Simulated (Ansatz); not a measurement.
**C₂H₆OSi (SMILES C=C[SiH2]O): a rigid scan of the angle H8–Si3–C2**

The task here is to estimate one member of a computed series from the others.

Program: Ansatz 0.2.0, Gaussian basis. Level of theory: single points in def2-TZVPP. These are calculated values, not measurements.

Levels: PBE-D4, r2SCAN-D4, PBE0-D4, B3LYP-D4, wB97M-V, Hartree-Fock, MP2, CCSD, CCSD(T). The scan takes 90.7, 95.2, 99.7, 104.2, 108.7, 113.2, 117.7, 122.2, 126.7°.

Correlated methods freeze the cores. B3LYP uses VWN-RPA correlation.

27 further runs of the same task are left out: 27 set aside as unsound or not needed.

**The starting structure**

SMILES `C=C[SiH2]O`, 10 atoms, charge 0, spin multiplicity 1.

Atoms are counted from 1 here; the program's logs count them from 0.

Bond lengths: C1–C2 1.313 Å, C1–H5 1.118 Å, C1–H6 1.121 Å, C2–Si3 1.840 Å, C2–H7 1.104 Å, Si3–O4 1.657 Å, Si3–H8 1.512 Å, Si3–H9 1.459 Å, O4–H10 0.893 Å. Angles: C2–C1–H5 123.7°, C2–C1–H6 121.6°, H5–C1–H6 113.8°, C1–C2–Si3 125.9°, C1–C2–H7 119.1°, Si3–C2–H7 114.9°, C2–Si3–O4 108.9°, C2–Si3–H8 105.9°, C2–Si3–H9 110.5°, O4–Si3–H8 106.0°, O4–Si3–H9 115.3°, H8–Si3–H9 109.6°, Si3–O4–H10 119.3°.

Coordinates:

```xyz
10
charge 0, multiplicity 1
C     0.3883    1.3317   -0.8383
C     0.2881    0.7571    0.3376
Si   -0.5465   -0.8441    0.6893
O    -0.3005   -1.8706   -0.5886
H    -0.1194    0.9531   -1.7601
H     0.8427    2.3497   -0.9576
H     0.7866    1.2221    1.2063
H     0.1939   -1.4496    1.8604
H    -1.9423   -0.6250    1.0531
H     0.4923   -1.8758   -0.9992
```

The first run:

pre/in.yaml

```yaml
crystal:
  periodic: [false, false, false]
  atoms:
    - {symbol: C, position_ang: [0.388300, 1.331700, -0.838300]}
    - {symbol: C, position_ang: [0.288100, 0.757100, 0.337600]}
    - {symbol: Si, position_ang: [-0.546500, -0.844100, 0.689300]}
    - {symbol: O, position_ang: [-0.300500, -1.870600, -0.588600]}
    - {symbol: H, position_ang: [-0.119400, 0.953100, -1.760100]}
    - {symbol: H, position_ang: [0.842700, 2.349700, -0.957600]}
    - {symbol: H, position_ang: [0.786600, 1.222100, 1.206300]}
    - {symbol: H, position_ang: [0.193900, -1.449600, 1.860400]}
    - {symbol: H, position_ang: [-1.942300, -0.625000, 1.053100]}
    - {symbol: H, position_ang: [0.492300, -1.875800, -0.999200]}
basis:
  gaussian: {orbitals: def2-SVP}
hamiltonian: {xc: pbe, dispersion: d4}
relax: {f_tol: 0.03, max_steps: 250}
```

No record of the launch command was kept for these runs.

Among the steps run: A first relaxation in a small basis; Relaxation at PBE0-D4; The minimum at every level; H8–Si3–C2 = 90.7°; H8–Si3–C2 = 95.2°; H8–Si3–C2 = 99.7°; H8–Si3–C2 = 104.2°; H8–Si3–C2 = 108.7°; H8–Si3–C2 = 113.2°; H8–Si3–C2 = 117.7°; H8–Si3–C2 = 122.2°; H8–Si3–C2 = 126.7°.

One of the session's tables, all rows but one given; the rest of the session is left out.

Energies less that of the minimum at the same level (kJ/mol): The rows 108.7 (minimum) and angle (°) = 108.7 agree to the last digit and may rest on the same set-up.

```
      angle (°)  PBE-D4  PBE0-D4  B3LYP-D4  wB97M-V  Hartree-Fock
           90.7    23.6     25.1      25.7     25.4          30.6
           95.2    13.1     13.9      14.3     14.1          17.1
           99.7     5.7      6.1       6.3      6.1           7.7
          104.2     1.4      1.5       1.6      1.5           2.0
108.7 (minimum)     0.0      0.0       0.0      0.0           0.0
          108.7     0.0      0.0       0.0      0.0           0.0
          113.2     1.5      1.5       1.5      1.6           1.5
          117.7     5.7      5.9       6.0      6.1           6.6
          122.2       ?        ?         ?        ?             ?
          126.7    22.4     23.5      23.7     23.9          26.7
```

**Question.** Estimate the row for angle (°) = 122.2.

Worked estimate for «PBE-D4». A straight line through the neighbours (117.7, 5.7) and (126.7, 22.4) gives 5.7 + (22.4 − 5.7) × (122.2 − 117.7) / (126.7 − 117.7) = 14.1; a parabola fitted to 3 rows on both sides gives 12.7.

As computed: PBE-D4: 12.7; PBE0-D4: 13.3; B3LYP-D4: 13.4; wB97M-V: 13.5; Hartree-Fock: 15.0. In «PBE-D4» the line misses by +1.4 and the parabola by 0.0.

To keep in mind: A polynomial through the near points puts the CCSD(T) minimum at the PBE0-D4 value.
